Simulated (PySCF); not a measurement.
# CH5ClSSi: the cost of one run

Computed with PySCF 2.14.0, with density-fitted response routines of our own, on a single molecule in the gas phase. Atoms count from 0, in the outputs and in this text.

## (1) Starting geometry

9 atoms, charge 0, multiplicity 1; geometry from: GFN2-xTB.

Bonds of the start (Å): C0–S1 1.82, S1–Si2 2.14, Si2–Cl3 2.00, C0–H4 1.08, C0–H5 1.08, C0–H6 1.08, Si2–H7 1.46, Si2–H8 1.46.

## (2) Optimising the geometry at PBE0-D3(BJ)/def2-SVP

What the job is given:

```
{"job": {"xc": "PBE0", "basis": "def2-SVP", "d3": "d3bj", "grid": 1, "kind": "geom"}, "charge": 0, "multiplicity": 1}
C     -1.571095     0.002587    -0.156460
S     -0.165639     0.816436    -0.981757
Si     1.450022    -0.013723     0.155179
Cl     3.158315     0.724785    -0.573994
H     -1.494054    -1.072473    -0.278931
H     -1.583098     0.267512     0.895500
H     -2.469511     0.367914    -0.641812
H      1.420037    -1.463335     0.009661
H      1.268585     0.376291     1.547436
```

On the command line:

```
$ OMP_NUM_THREADS=1 python probes_run.py task.json out
```

One launch serves the whole session: the jobs run in the order shown.

Q: Estimate the wall time and peak memory of this first job on 1 thread of Intel Xeon 6975P-C, shared host.

About 9.8 s, with a peak of 0.39 GiB.
